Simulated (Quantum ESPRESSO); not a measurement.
# Pt in Quantum ESPRESSO: further runs, part 2 of 2

Quantum ESPRESSO 7.5. Earlier steps stand in the parts before.

## (3) Work function, BLYP

The input, pw.in:

```
&CONTROL
  calculation = 'scf'
  prefix = 'pwscf'
  outdir = './tmp'
  pseudo_dir = './pseudo'
  tprnfor = .true.
  disk_io = 'low'
/
&SYSTEM
  ibrav = 0
  celldm(1) = 8
  nat = 1
  ntyp = 1
  ecutwfc = 70
  nbnd = 15
  input_dft = 'blyp'
  occupations = 'smearing'
  smearing = 'fd'
  degauss = 0.00367493
/
&ELECTRONS
  conv_thr = 1d-09
  electron_maxstep = 150
  mixing_beta = 0.3
  mixing_mode = 'local-TF'
/
ATOMIC_SPECIES
Pt   195.0840 Pt_ONCV_PBE-1.2.upf
CELL_PARAMETERS alat
  0.5959912738151  -0.0000000000000   0.0000000000000
 -0.0000000000000   0.5959912738151   0.0000000000000
  0.0000000000000   0.0000000000000   5.6219352207617
ATOMIC_POSITIONS crystal
Pt     0.0000000000    0.0000000000    0.2941200000
K_POINTS automatic
10 10 1 0 0 0
```

The input, pp_density.in:

```
&INPUTPP
  prefix = 'pwscf'
  outdir = './tmp'
  filplot = 'density.dat'
  plot_num = 0
/
&PLOT
  nfile = 1
  filepp(1) = 'density.dat'
  iflag = 3
  output_format = 6
  fileout = 'density.cube'
/
```

The input, pp_potential.in:

```
&INPUTPP
  prefix = 'pwscf'
  outdir = './tmp'
  filplot = 'potential.dat'
  plot_num = 11
/
&PLOT
  nfile = 1
  filepp(1) = 'potential.dat'
  iflag = 3
  output_format = 6
  fileout = 'potential.cube'
/
```

The input, pp_elf.in:

```
&INPUTPP
  prefix = 'pwscf'
  outdir = './tmp'
  filplot = 'elf.dat'
  plot_num = 8
/
&PLOT
  nfile = 1
  filepp(1) = 'elf.dat'
  iflag = 3
  output_format = 6
  fileout = 'elf.cube'
/
```

Potentials or basis: SG15 PBE 1.2.

Launch:

```sh
$ OMP_NUM_THREADS=1 mpirun -n 2 pw.x -nk 2 -in pw.in > pw.out
$ OMP_NUM_THREADS=1 mpirun -n 1 pp.x -in pp_density.in > pp_density.out
$ OMP_NUM_THREADS=1 mpirun -n 1 pp.x -in pp_potential.in > pp_potential.out
$ OMP_NUM_THREADS=1 mpirun -n 1 pp.x -in pp_elf.in > pp_elf.out
```

pw.out:

```text
This program is part of the open-source Quantum ESPRESSO suite
     for quantum simulation of materials; please cite
         "P. Giannozzi et al., J. Phys.:Condens. Matter 21 395502 (2009);
         "P. Giannozzi et al., J. Phys.:Condens. Matter 29 465901 (2017);
         "P. Giannozzi et al., J. Chem. Phys. 152 154105 (2020);
     in publications or presentations arising from this work. More details at

     IMPORTANT: XC functional enforced from input :
     Exchange-correlation= BLYP
                           (   1   3   1   3   0   0   0)
     Any further DFT definition will be discarded
     Please, verify this is what you really want

     Message from routine setup:
     using ibrav=0 with symmetry is DISCOURAGED, use correct ibrav instead

     K-points division:     npool     =       2
     Subspace diagonalization in iterative solution of the eigenvalue problem:
     a serial algorithm will be used

     G-vector sticks info
     --------------------
     sticks:   dense  smooth     PW     G-vecs:    dense   smooth      PW
     Sum         505     505    149                80975    80975   13705

     Using Slab Decomposition

     bravais-lattice index     =            0
     lattice parameter (alat)  =       8.0000  a.u.
     unit-cell volume          =    1022.4347 (a.u.)^3
     number of atoms/cell      =            1
     number of atomic types    =            1
     number of electrons       =        18.00
     number of Kohn-Sham states=           15
     kinetic-energy cutoff     =      70.0000  Ry
     charge density cutoff     =     280.0000  Ry
     scf convergence threshold =      1.0E-09
     mixing beta               =       0.3000
     number of iterations used =            8  local-TF  mixing
     Exchange-correlation= BLYP
                           (   1   3   1   3   0   0   0)
[... 60 lines left out ...]
        k(   21) = (  -0.8389385  -0.8389385   0.0000000), wk =   0.0200000

     Dense  grid:    80975 G-vectors     FFT dimensions: (  25,  25, 240)

     Initial potential from superposition of free atoms

     starting charge      17.9731, renormalised to      18.0000

     negative rho (up, down):  2.111E-04 0.000E+00
     Starting wfcs are random

     Self-consistent Calculation

     iteration #  1     ecut=    70.00 Ry     beta= 0.30
     Davidson diagonalization with overlap
     ethr =  1.00E-02,  avg # of iterations = 11.7

     Threshold (ethr) on eigenvalues was too large:
     Diagonalizing with lowered threshold

     Davidson diagonalization with overlap
     ethr =  5.56E-05,  avg # of iterations =  6.2

     negative rho (up, down):  1.697E-06 0.000E+00
[... 102 lines left out ...]
     iteration # 14     ecut=    70.00 Ry     beta= 0.30
     Davidson diagonalization with overlap
     ethr =  8.96E-12,  avg # of iterations =  2.0

     End of self-consistent calculation

          k = 0.0000 0.0000 0.0000 ( 10087 PWs)   bands (ev):

  -100.8307 -54.9674 -54.9674 -54.7541  -9.9900  -8.7999  -5.2809  -2.9768
    -2.9768  -2.0572  -1.2765   2.7878   3.1297   3.1738   4.0789
[... 93 lines left out ...]
  -100.7514 -55.5620 -55.4952 -54.6298  -8.5586  -5.9822  -5.6500  -3.3051
    -1.2596   4.3750   4.3853   9.1778   9.8033  11.2873  11.7895

          k =-0.8389-0.8389 0.0000 ( 10032 PWs)   bands (ev):

  -100.7474 -55.5549 -55.5549 -54.6236  -8.8194  -5.8844  -5.8844  -3.1869
    -0.0868   4.9361   4.9361   9.4678  10.0535  10.2819  12.1718

     the Fermi energy is    -3.0522 ev

!    total energy              =    -242.27163042 Ry
     estimated scf accuracy    <          1.0E-10 Ry
     smearing contrib. (-TS)   =      -0.00123578 Ry
     internal energy E=F+TS    =    -242.27039464 Ry

     The total energy is F=E-TS. E is the sum of the following terms:
     one-electron contribution =   -1237.89746397 Ry
     hartree contribution      =     612.27018230 Ry
     xc contribution           =     -22.86276329 Ry
     ewald contribution        =     406.21965032 Ry

     convergence has been achieved in  14 iterations

     Forces acting on atoms (cartesian axes, Ry/au):

     atom    1 type  1   force =     0.00000000    0.00000000    0.00000000

     Total force =     0.000000     Total SCF correction =     0.000001

=------------------------------------------------------------------------------=
   JOB DONE.
=------------------------------------------------------------------------------=
```

pp_density.out:

```text
This program is part of the open-source Quantum ESPRESSO suite
     for quantum simulation of materials; please cite
         "P. Giannozzi et al., J. Phys.:Condens. Matter 21 395502 (2009);
         "P. Giannozzi et al., J. Phys.:Condens. Matter 29 465901 (2017);
         "P. Giannozzi et al., J. Chem. Phys. 152 154105 (2020);
     in publications or presentations arising from this work. More details at

     IMPORTANT: XC functional enforced from input :
     Exchange-correlation= BLYP
                           (   1   3   1   3   0   0   0)
     Any further DFT definition will be discarded
     Please, verify this is what you really want

     G-vector sticks info
     --------------------
     sticks:   dense  smooth     PW     G-vecs:    dense   smooth      PW
     Sum         505     505    149                80975    80975   13705

     Using Slab Decomposition

     Calling punch_plot, plot_num =   0
     Writing data to file  density.dat
     Reading data from file  density.dat

     Writing data to be plotted to file density.cube
     Plot Type: 3D                     Output format: Gaussian cube

=------------------------------------------------------------------------------=
   JOB DONE.
=------------------------------------------------------------------------------=
```

pp_potential.out:

```text
This program is part of the open-source Quantum ESPRESSO suite
     for quantum simulation of materials; please cite
         "P. Giannozzi et al., J. Phys.:Condens. Matter 21 395502 (2009);
         "P. Giannozzi et al., J. Phys.:Condens. Matter 29 465901 (2017);
         "P. Giannozzi et al., J. Chem. Phys. 152 154105 (2020);
     in publications or presentations arising from this work. More details at

     IMPORTANT: XC functional enforced from input :
     Exchange-correlation= BLYP
                           (   1   3   1   3   0   0   0)
     Any further DFT definition will be discarded
     Please, verify this is what you really want

     G-vector sticks info
     --------------------
     sticks:   dense  smooth     PW     G-vecs:    dense   smooth      PW
     Sum         505     505    149                80975    80975   13705

     Using Slab Decomposition

     Calling punch_plot, plot_num =  11
     Writing data to file  potential.dat
     Reading data from file  potential.dat

     Writing data to be plotted to file potential.cube
     Plot Type: 3D                     Output format: Gaussian cube

=------------------------------------------------------------------------------=
   JOB DONE.
=------------------------------------------------------------------------------=
```

It took 37 s on 2 MPI ranks of Intel Xeon 6975P-C (Granite Rapids), shared host; peak memory 0.32 GiB.

Results:

| Item | Value |
| --- | --- |
| Free energy | -3296.2735 eV |
| Band gap on the k mesh | none (metal or under the smearing width) |
| Work function of the upper face | 5.97 eV |
| Work function of the lower face | 5.97 eV |

Levels at points of the mesh, in eV from the Fermi level:
```
             k point  band 6  band 7  band 8  band 9  band 10  band 11  band 12  band 13
  (0.00, 0.00, 0.00)   -5.75   -2.23    0.08    0.08     1.00     1.78     5.84     6.18
 (0.00, -0.50, 0.00)   -3.76   -1.48   -0.86    0.45     2.16     6.38     7.38    10.78
(-0.50, -0.50, 0.00)   -2.83   -2.83   -0.13    2.97     7.99     7.99    12.52    13.11
```

 The run has no spin-orbit coupling, so splittings on Pt are missing.
